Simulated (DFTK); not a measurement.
# Ir in DFTK: notebook

The runs below take Ir through band structure, with PBE.

All numbers are computed with DFTK 0.8.2; they aren't measurements. Logs are shortened: lines on timing, memory, paths and dates and some standing lists are left out, and cuts for length are marked.

## 1. The structure

The cell holds a sheet with vacuum, 1 atom: a = 2.452 Å, b = 2.452 Å, c = 23.800 Å, α = 90.00°, β = 90.00°, γ = 90.00°.

The cell was built by a generator and needn't be a form met in nature.

## 2. Band structure, PBE

Input file run.jl:

```julia
using DFTK
using PseudoPotentialData
using Unitful, UnitfulAtomic
using LinearAlgebra, Printf
include("save.jl")
disable_threading()

# lattice vectors are the columns
lattice = austrip(1u"Å") * [       2.45184            0.0            0.0;
                      0.0        2.45184            0.0;
                      0.0            0.0           23.8]
symbols   = [:Ir]
positions = [[0.0, 0.0, 0.29412]]
pseudopotentials = PseudoFamily("dojo.nc.sr.pbe.v0_5.standard.upf")
elements = Dict(s => ElementPsp(s, pseudopotentials) for s in unique(symbols))
atoms    = [elements[s] for s in symbols]

build_model(lattice, positions; symmetries=true) =
    model_DFT(lattice, atoms, positions;
              functionals=PBE(),
              temperature=austrip(0.05u"eV"),
              smearing=Smearing.FermiDirac(),
              symmetries)
Ecut  = 34.0  # hartree
kgrid = [11, 11, 1]
tol   = 1e-6
to_GPa = ustrip(uconvert(u"GPa", 1u"hartree/bohr^3"))

model = build_model(lattice, positions)
basis = PlaneWaveBasis(model; Ecut, kgrid)
display(basis)
scfres = self_consistent_field(basis;
                               tol,
                               nbandsalg=AdaptiveBands(model; n_bands_converge=13))
display(scfres.energies)
@printf "Fermi level: %.6f eV\n" ustrip(auconvert(u"eV", something(scfres.εF, NaN)))
forces = compute_forces_cart(scfres)
println("Forces (eV/Å)")
for (s, f) in zip(symbols, forces)
    @printf "%-3s %12.6f %12.6f %12.6f\n" s ustrip.(auconvert.(u"eV/Å", f))...
end
stress = compute_stresses_cart(scfres)
println("Stress (GPa)")
display(round.(stress * to_GPa; digits=4))
println("Levels at the first k-point (eV): ", round.(ustrip.(auconvert.(u"eV", scfres.eigenvalues[1][1:scfres.n_bands_converge])); digits=4))
save_scf!(scfres; forces, stress)

points = Dict("G" => [0.0, 0.0, 0.0], "A" => [0.5, 0.5, 0.5], "M" => [0.5, 0.5, 0.0], "R" => [0.0, 0.5, 0.5], "X" => [0.0, 0.5, 0.0], "Z" => [0.0, 0.0, 0.5])
segments = [("G", "X", 6), ("X", "M", 6), ("M", "G", 9), ("G", "Z", 3), ("Z", "R", 6), ("R", "A", 6), ("A", "Z", 9), ("X", "R", 3), ("M", "A", 3)]
kcoords = vcat([[points[a] + t * (points[b] - points[a]) for t in range(0, 1, n)] for (a, b, n) in segments]...)
bands = compute_bands(scfres, ExplicitKpoints(kcoords); n_bands=15, tol=1e-5)
for (k, ε) in zip(bands.basis.kpoints, bands.eigenvalues)
    @printf "%d %8.4f %8.4f %8.4f " k.spin k.coordinate...
    println(join([@sprintf("%9.4f", e) for e in ustrip.(auconvert.(u"eV", ε .- scfres.εF))]))
end
results["band_energies"] = rows(bands.eigenvalues); results["band_kpoints"] = rows(kcoords)
```

Potentials or basis: dojo.nc.sr.pbe.v0_5.standard.upf (PBE).

The run is started by

```console
> julia --threads=1 run.jl  # save.jl only writes the numbers to a file and isn't shown; printed stress counts tension as positive; times include loading and compiling
```

Output:

```text
PlaneWaveBasis discretization:

    Ecut                 : 34.0 Ha
    fft_size             : (27, 27, 240), 174960 total points
    kgrid                : MonkhorstPack([11, 11, 1])
    num.   red. kpoints  : 121
    num. irred. kpoints  : 21

    Discretized Model(gga_x_pbe+gga_c_pbe, 3D):
        lattice (in Bohr)    : [4.63331   , 0         , 0         ]
                               [0         , 4.63331   , 0         ]
                               [0         , 0         , 44.9755   ]
        unit cell volume     : 965.51 Bohr³

        atoms                : Ir
        pseudopot. family    : PseudoFamily("dojo.nc.sr.pbe.v0_5.standard.upf")

        num. electrons       : 17
        spin polarization    : none
        temperature          : 0.0018375 Ha
        smearing             : DFTK.Smearing.FermiDirac()

        terms                : Kinetic()
                               AtomicLocal()
                               AtomicNonlocal()
                               Ewald(nothing)
                               PspCorrection()
                               Hartree()
                               Xc(gga_x_pbe, gga_c_pbe)
                               Entropy()
n     Energy            log10(ΔE)   log10(Δρ)   Diag   Δtime
---   ---------------   ---------   ---------   ----   ------
  1   -115.0825315584                   -1.14    4.4    21.7s
  2   -115.0834060505       -3.06       -1.40    1.1    12.1s
  3   -115.0838941856       -3.31       -2.14    4.3    18.0s
  4   -115.0839066658       -4.90       -2.76    3.1    17.2s
  5   -115.0839079426       -5.89       -3.33    2.4    17.0s
  6   -115.0839079849       -7.37       -4.11    3.6    16.7s
  7   -115.0839079869       -8.68       -4.59    4.5    17.4s
  8   -115.0839079871       -9.70       -5.27    4.4    16.2s
  9   -115.0839079872      -10.51       -5.94    4.7    18.6s
 10   -115.0839079872   +  -13.07       -6.68    5.8    18.4s
Energy breakdown (in Ha):
    Kinetic             32.0818897
    AtomicLocal         -610.9934389
    AtomicNonlocal      5.9031802
    Ewald               195.3841848
    PspCorrection       0.4872508
    Hartree             283.8268658
    Xc                  -21.7732565
    Entropy             -0.0005838

    total               -115.083907987153
Fermi level: -3.706126 eV
Forces (eV/Å)
Ir     -0.000000     0.000000     0.000009
Stress (GPa)
3×3 StaticArraysCore.SMatrix{3, 3, Float64, 9} with indices SOneTo(3)×SOneTo(3):
 0.1509  0.0     0.0
 0.0     0.1509  0.0
 0.0     0.0     0.0069
Levels at the first k-point (eV): [-95.9307, -52.4312, -52.3094, -52.3094, -11.4872, -10.0557, -6.2521, -2.9875, -2.9875, -2.5034, -1.5359, 2.0135, 2.3951]
1   0.0000   0.0000   0.0000  -92.2246 -48.7251 -48.6032 -48.6032  -7.7811  -6.3495  -2.5460   0.7186   0.7186   1.2028   2.1702   5.7196   6.1011   6.2692   7.0427
1   0.0000   0.1000   0.0000  -92.2166 -48.7161 -48.7137 -48.5939  -7.4026  -6.0034  -2.4107  -0.5066   0.7658   1.7732   2.2674   5.9587   6.3781   6.5161   7.3208
1   0.0000   0.2000   0.0000  -92.1955 -49.0057 -48.6836 -48.5693  -6.7351  -4.6295  -2.0280  -1.9629   0.8431   0.8913   3.4910   6.6728   7.1716   7.2565   8.1215
1   0.0000   0.3000   0.0000  -92.1693 -49.3525 -48.6462 -48.5387  -6.1893  -3.2003  -2.2347  -1.4750  -0.1477   1.0507   4.8576   7.8521   8.4388   8.4905   9.3913
1   0.0000   0.4000   0.0000  -92.1481 -49.6247 -48.6157 -48.5139  -5.7850  -4.0177  -0.9582  -0.8576   0.4207   1.1835   6.3672   9.0288   9.5091  10.1238  10.2186
1   0.0000   0.5000   0.0000  -92.1400 -49.7269 -48.6041 -48.5044  -5.6289  -4.3022  -1.1116  -0.7218   1.2351   1.7905   7.3110   7.9565  10.8511  11.1693  12.0128
[... 43 lines left out ...]
1   0.5000   0.5000   0.2500  -92.0569 -49.5891 -49.5891 -48.4896  -6.6761  -3.0621  -3.0621   0.3218   4.6851   8.4414   8.4414  12.3154  13.8261  14.3990  15.5482
1   0.5000   0.5000   0.5000  -92.0569 -49.5891 -49.5891 -48.4896  -6.6761  -3.0621  -3.0621   0.3218   4.6851   8.4414   8.4414  12.3154  13.8261  14.3990  15.5482
```

Run time: 8.8 min. Hardware: 1 thread of AMD EPYC, shared host; peak memory 2.4 GiB.

Results:

- Free energy: -3131.5927 eV
- Band gap on the k mesh: none (metal or under the smearing width)

Stress tensor (GPa, compression positive):
```
-0.15  0.00  0.00
 0.00 -0.15  0.00
 0.00  0.00 -0.01
```

Levels at the corners of the path, in eV from the Fermi level:
```csv
point,band 4,band 5,band 6,band 7,band 8,band 9,band 10,band 11,band 12,band 13
Γ,-48.60,-7.78,-6.35,-2.55,0.72,0.72,1.20,2.17,5.72,6.10
X,-48.50,-5.63,-4.30,-1.11,-0.72,1.24,1.79,7.31,7.96,10.85
M,-48.49,-6.68,-3.06,-3.06,0.32,4.69,8.44,8.44,12.32,13.83
Γ,-48.60,-7.78,-6.35,-2.55,0.72,0.72,1.20,2.17,5.72,6.10
Z,-48.60,-7.78,-6.35,-2.55,0.72,0.72,1.20,2.17,5.73,6.00
R,-48.50,-5.63,-4.30,-1.11,-0.72,1.24,1.79,7.31,7.96,10.85
A,-48.49,-6.68,-3.06,-3.06,0.32,4.69,8.44,8.44,12.32,13.83
Z,-48.60,-7.78,-6.35,-2.55,0.72,0.72,1.20,2.17,5.73,6.00
X,-48.50,-5.63,-4.30,-1.11,-0.72,1.24,1.79,7.31,7.96,10.85
R,-48.50,-5.63,-4.30,-1.11,-0.72,1.24,1.79,7.31,7.96,10.85
M,-48.49,-6.68,-3.06,-3.06,0.32,4.69,8.44,8.44,12.32,13.83
A,-48.49,-6.68,-3.06,-3.06,0.32,4.69,8.44,8.44,12.32,13.83
```

Caveat: there is no dipole correction across the vacuum; spin-orbit coupling is left out, which moves the levels of the heavy elements.

## 3. Band structure, PBE

run.jl: that of step 2 with these lines changed.

```diff
@@ -13,3 +13,3 @@
 positions = [[0.0, 0.0, 0.29412]]
-pseudopotentials = PseudoFamily("dojo.nc.sr.pbe.v0_5.standard.upf")
+pseudopotentials = PseudoFamily("dojo.nc.sr.pbe.v0_5.stringent.upf")
 elements = Dict(s => ElementPsp(s, pseudopotentials) for s in unique(symbols))
```

Potentials or basis: dojo.nc.sr.pbe.v0_5.stringent.upf (PBE).

The run is started by

```console
> julia --threads=1 run.jl  # save.jl only writes the numbers to a file and isn't shown; printed stress counts tension as positive; times include loading and compiling
```

It took 8.8 min on 1 thread of AMD EPYC, shared host; peak memory 2.3 GiB.

It converged, with:

- Free energy: -3131.5927 eV
- Band gap on the k mesh: none (metal or under the smearing width)

Stress tensor (GPa, compression positive):
```
-0.15  0.00  0.00
 0.00 -0.15  0.00
 0.00  0.00 -0.01
```

Levels at the corners of the path, in eV from the Fermi level:
| point | band 6 | band 7 | band 8 | band 9 | band 10 | band 11 |
| --- | --- | --- | --- | --- | --- | --- |
| Γ | -6.35 | -2.55 | 0.72 | 0.72 | 1.20 | 2.17 |
| X | -4.30 | -1.11 | -0.72 | 1.24 | 1.79 | 7.31 |
| M | -3.06 | -3.06 | 0.32 | 4.69 | 8.44 | 8.44 |
| Γ | -6.35 | -2.55 | 0.72 | 0.72 | 1.20 | 2.17 |
| Z | -6.35 | -2.55 | 0.72 | 0.72 | 1.20 | 2.17 |
| R | -4.30 | -1.11 | -0.72 | 1.24 | 1.79 | 7.31 |
| A | -3.06 | -3.06 | 0.32 | 4.69 | 8.44 | 8.44 |
| Z | -6.35 | -2.55 | 0.72 | 0.72 | 1.20 | 2.17 |
| X | -4.30 | -1.11 | -0.72 | 1.24 | 1.79 | 7.31 |
| R | -4.30 | -1.11 | -0.72 | 1.24 | 1.79 | 7.31 |
| M | -3.06 | -3.06 | 0.32 | 4.69 | 8.44 | 8.44 |
| A | -3.06 | -3.06 | 0.32 | 4.69 | 8.44 | 8.44 |

Caveat: there is no dipole correction across the vacuum; spin-orbit coupling is left out, which moves the levels of the heavy elements.

## 4. Band structure, PBE

run.jl: that of step 3 with these lines changed.

```diff
@@ -13,4 +13,4 @@
 positions = [[0.0, 0.0, 0.29412]]
-pseudopotentials = PseudoFamily("dojo.nc.sr.pbe.v0_5.stringent.upf")
-elements = Dict(s => ElementPsp(s, pseudopotentials) for s in unique(symbols))
+pseudopotentials = Dict(:Ir => "Ir.upf")
+elements = Dict(s => ElementPsp(s, pseudopotentials; rcut=10.0) for s in unique(symbols))
 atoms    = [elements[s] for s in symbols]
@@ -23,3 +23,3 @@
               symmetries)
-Ecut  = 34.0  # hartree
+Ecut  = 45.0  # hartree
 kgrid = [11, 11, 1]
```

Potentials or basis: SG15 1.2 (PBE).

The run is started by

```console
> julia --threads=1 run.jl  # save.jl only writes the numbers to a file and isn't shown; printed stress counts tension as positive; times include loading and compiling
```

Run time: 12 min. Hardware: 1 thread of AMD EPYC, shared host; peak memory 2.7 GiB.

Results (log left out):

| Property | Result |
| --- | --- |
| Free energy | -2888.9655 eV |
| Band gap on the k mesh | none (metal or under the smearing width) |

Stress tensor (GPa, compression positive):
```
-0.14  0.00  0.00
 0.00 -0.14  0.00
 0.00  0.00  0.00
```

Levels at the corners of the path, in eV from the Fermi level:
```tsv
point	band 6	band 7	band 8	band 9	band 10	band 11
Γ	-6.35	-2.54	0.72	0.72	1.20	2.17
X	-4.30	-1.12	-0.72	1.24	1.79	7.31
M	-3.06	-3.06	0.32	4.68	8.44	8.44
Γ	-6.35	-2.54	0.72	0.72	1.20	2.17
Z	-6.35	-2.54	0.72	0.72	1.20	2.17
R	-4.30	-1.12	-0.72	1.24	1.79	7.31
A	-3.06	-3.06	0.32	4.68	8.44	8.44
Z	-6.35	-2.54	0.72	0.72	1.20	2.17
X	-4.30	-1.12	-0.72	1.24	1.79	7.31
R	-4.30	-1.12	-0.72	1.24	1.79	7.31
M	-3.06	-3.06	0.32	4.68	8.44	8.44
A	-3.06	-3.06	0.32	4.68	8.44	8.44
```

Caveat: there is no dipole correction across the vacuum; spin-orbit coupling is left out, which moves the levels of the heavy elements.

## 5. Band structure, PBE

run.jl is that of step 4.

Potentials or basis: SPMS 1.0 (PBE).

The run is started by

```console
> julia --threads=1 run.jl  # save.jl only writes the numbers to a file and isn't shown; printed stress counts tension as positive; times include loading and compiling
```

Wall time 12 min (1 thread of AMD EPYC, shared host); peak memory 2.9 GiB.

Results (log left out):

| Item | Value |
| --- | --- |
| Free energy | -3062.5843 eV |
| Band gap on the k mesh | none (metal or under the smearing width) |

Stress tensor (GPa, compression positive):
```
-0.12  0.00  0.00
 0.00 -0.12  0.00
 0.00  0.00  0.00
```

Levels at the corners of the path, in eV from the Fermi level:
```csv
point,band 4,band 5,band 6,band 7,band 8,band 9,band 10,band 11,band 12,band 13
Γ,-48.63,-7.80,-6.39,-2.54,0.71,0.71,1.20,2.14,5.71,6.09
X,-48.53,-5.66,-4.30,-1.13,-0.71,1.23,1.80,7.31,7.92,10.85
M,-48.50,-6.69,-3.06,-3.06,0.33,4.64,8.44,8.44,12.32,13.83
Γ,-48.63,-7.80,-6.39,-2.54,0.71,0.71,1.20,2.14,5.71,6.09
Z,-48.63,-7.80,-6.39,-2.54,0.71,0.71,1.20,2.14,5.73,6.00
R,-48.53,-5.66,-4.30,-1.13,-0.71,1.23,1.80,7.31,7.92,10.85
A,-48.50,-6.69,-3.06,-3.06,0.33,4.64,8.44,8.44,12.32,13.83
Z,-48.63,-7.80,-6.39,-2.54,0.71,0.71,1.20,2.14,5.73,6.00
X,-48.53,-5.66,-4.30,-1.13,-0.71,1.23,1.80,7.31,7.92,10.85
R,-48.53,-5.66,-4.30,-1.13,-0.71,1.23,1.80,7.31,7.92,10.85
M,-48.50,-6.69,-3.06,-3.06,0.33,4.64,8.44,8.44,12.32,13.83
A,-48.50,-6.69,-3.06,-3.06,0.33,4.64,8.44,8.44,12.32,13.83
```

Caveat: there is no dipole correction across the vacuum; spin-orbit coupling is left out, which moves the levels of the heavy elements.

## 6. Band structure, PBE

run.jl: that of step 5 with these lines changed.

```diff
@@ -23,3 +23,3 @@
               symmetries)
-Ecut  = 45.0  # hartree
+Ecut  = 34.0  # hartree
 kgrid = [11, 11, 1]
```

Potentials or basis: in-house norm-conserving set (PBE, scalar relativistic).

The run is started by

```console
> julia --threads=1 run.jl  # save.jl only writes the numbers to a file and isn't shown; printed stress counts tension as positive; times include loading and compiling
```

Output:

```text
[... set-up lines left out ...]
n     Energy            log10(ΔE)   log10(Δρ)   Diag   Δtime
---   ---------------   ---------   ---------   ----   ------
  1   -131.9339199077                   -1.19    5.0    21.8s
  2   -131.9344640570       -3.26       -1.44    1.1    12.4s
  3   -131.9346088565       -3.84       -2.17    4.3    16.7s
  4   -131.9346407506       -4.50       -2.82    3.9    17.2s
  5   -131.9346414552       -6.15       -3.44    4.8    16.5s
  6   -131.9346415062       -7.29       -3.99    5.1    16.3s
  7   -131.9346415079       -8.76       -4.79    7.6    19.1s
  8   -131.9346415081       -9.81       -5.23    7.8    20.7s
  9   -131.9346415081      -11.22       -5.86    8.2    20.0s
 10   -131.9346415081      -12.59       -6.38    7.7    21.4s
Energy breakdown (in Ha):
    Kinetic             32.0177986
    AtomicLocal         -610.4492196
    AtomicNonlocal      6.0022019
    Ewald               195.3841848
    PspCorrection       0.4985675
    Hartree             283.7721293
    Xc                  -39.1597229
    Entropy             -0.0005811

    total               -131.934641508106
Fermi level: -3.714831 eV
Forces (eV/Å)
Ir     -0.000000     0.000000     0.000151
Stress (GPa)
3×3 StaticArraysCore.SMatrix{3, 3, Float64, 9} with indices SOneTo(3)×SOneTo(3):
 0.0732  0.0     0.0
 0.0     0.0732  0.0
 0.0     0.0     0.0059
Levels at the first k-point (eV): [-95.8315, -52.3523, -52.2249, -52.2249, -11.4953, -10.0762, -6.2668, -2.9965, -2.9965, -2.5133, -1.5419, 1.9982, 2.379]
1   0.0000   0.0000   0.0000  -92.1167 -48.6374 -48.5101 -48.5101  -7.7805  -6.3614  -2.5519   0.7183   0.7183   1.2015   2.1730   5.7131   6.0939   6.2593   7.0327
1   0.0000   0.1000   0.0000  -92.1085 -48.6259 -48.6239 -48.5006  -7.4020  -6.0138  -2.4165  -0.5091   0.7656   1.7749   2.2667   5.9522   6.3709   6.5061   7.3110
1   0.0000   0.2000   0.0000  -92.0872 -48.9159 -48.5955 -48.4758  -6.7378  -4.6325  -2.0331  -1.9680   0.8426   0.8914   3.4898   6.6665   7.1643   7.2464   8.1121
1   0.0000   0.3000   0.0000  -92.0608 -49.2655 -48.5578 -48.4450  -6.1945  -3.2078  -2.2299  -1.4793  -0.1503   1.0512   4.8560   7.8459   8.4314   8.4803   9.3820
1   0.0000   0.4000   0.0000  -92.0394 -49.5399 -48.5271 -48.4199  -5.7909  -4.0269  -0.9608  -0.8616   0.4294   1.1843   6.3660   9.0344   9.5038  10.1169  10.2082
1   0.0000   0.5000   0.0000  -92.0312 -49.6428 -48.5153 -48.4104  -5.6350  -4.3119  -1.1161  -0.7239   1.2361   1.8000   7.3108   7.9670  10.8450  11.1616  12.0068
[... 43 lines left out ...]
1   0.5000   0.5000   0.2500  -91.9473 -49.5038 -49.5038 -48.3998  -6.6892  -3.0697  -3.0697   0.3209   4.6937   8.4563   8.4563  12.2992  13.8265  14.4096  15.5432
1   0.5000   0.5000   0.5000  -91.9473 -49.5038 -49.5038 -48.3998  -6.6892  -3.0697  -3.0697   0.3209   4.6937   8.4563   8.4563  12.2992  13.8265  14.4096  15.5432
```

It took 8.5 min on 1 thread of AMD EPYC, shared host; peak memory 2.3 GiB.

What came out:

- Free energy: -3590.1245 eV
- Band gap on the k mesh: none (metal or under the smearing width)

Levels at the corners of the path, in eV from the Fermi level:
| point | band 6 | band 7 | band 8 | band 9 | band 10 | band 11 |
| --- | --- | --- | --- | --- | --- | --- |
| Γ | -6.36 | -2.55 | 0.72 | 0.72 | 1.20 | 2.17 |
| X | -4.31 | -1.12 | -0.72 | 1.24 | 1.80 | 7.31 |
| M | -3.07 | -3.07 | 0.32 | 4.69 | 8.46 | 8.46 |
| Γ | -6.36 | -2.55 | 0.72 | 0.72 | 1.20 | 2.17 |
| Z | -6.36 | -2.55 | 0.72 | 0.72 | 1.20 | 2.17 |
| R | -4.31 | -1.12 | -0.72 | 1.24 | 1.80 | 7.31 |
| A | -3.07 | -3.07 | 0.32 | 4.69 | 8.46 | 8.46 |
| Z | -6.36 | -2.55 | 0.72 | 0.72 | 1.20 | 2.17 |
| X | -4.31 | -1.12 | -0.72 | 1.24 | 1.80 | 7.31 |
| R | -4.31 | -1.12 | -0.72 | 1.24 | 1.80 | 7.31 |
| M | -3.07 | -3.07 | 0.32 | 4.69 | 8.46 | 8.46 |
| A | -3.07 | -3.07 | 0.32 | 4.69 | 8.46 | 8.46 |

Caveat: there is no dipole correction across the vacuum; spin-orbit coupling is left out, which moves the levels of the heavy elements.

## 7. For comparison

An earlier run on the cell as given: functional PBE; potentials or basis dojo.nc.sr.pbe.v0_4_1.standard.upf (PBE); cutoff 1088 eV; k mesh 11 × 11 × 1; occupations fermi-dirac, width 0.05 eV; no spin polarisation.

- Band gap on the k mesh: none (metal or under the smearing width)

## 8. Summary

```tsv
task	potentials or basis	cutoff (eV)	gap on the mesh (eV)
band structure	dojo.nc.sr.pbe.v0_5.standard.upf (PBE)	925	none
band structure	dojo.nc.sr.pbe.v0_5.stringent.upf (PBE)	925	none
band structure	SG15 1.2 (PBE)	1225	none
band structure	SPMS 1.0 (PBE)	1225	none
band structure	in-house norm-conserving set (PBE, scalar relativistic)	925	none
single point	dojo.nc.sr.pbe.v0_4_1.standard.upf (PBE)	1088	none
```

Alike in all rows: level PBE; no spin polarisation; cell as given; k mesh 11 × 11 × 1; smearing fermi-dirac 0.05 eV.

Caveats: there is no dipole correction across the vacuum; spin-orbit coupling is left out, which moves the levels of the heavy elements (some runs).

Total energies depend on the potentials used, so only differences within one code and one set of settings carry meaning.
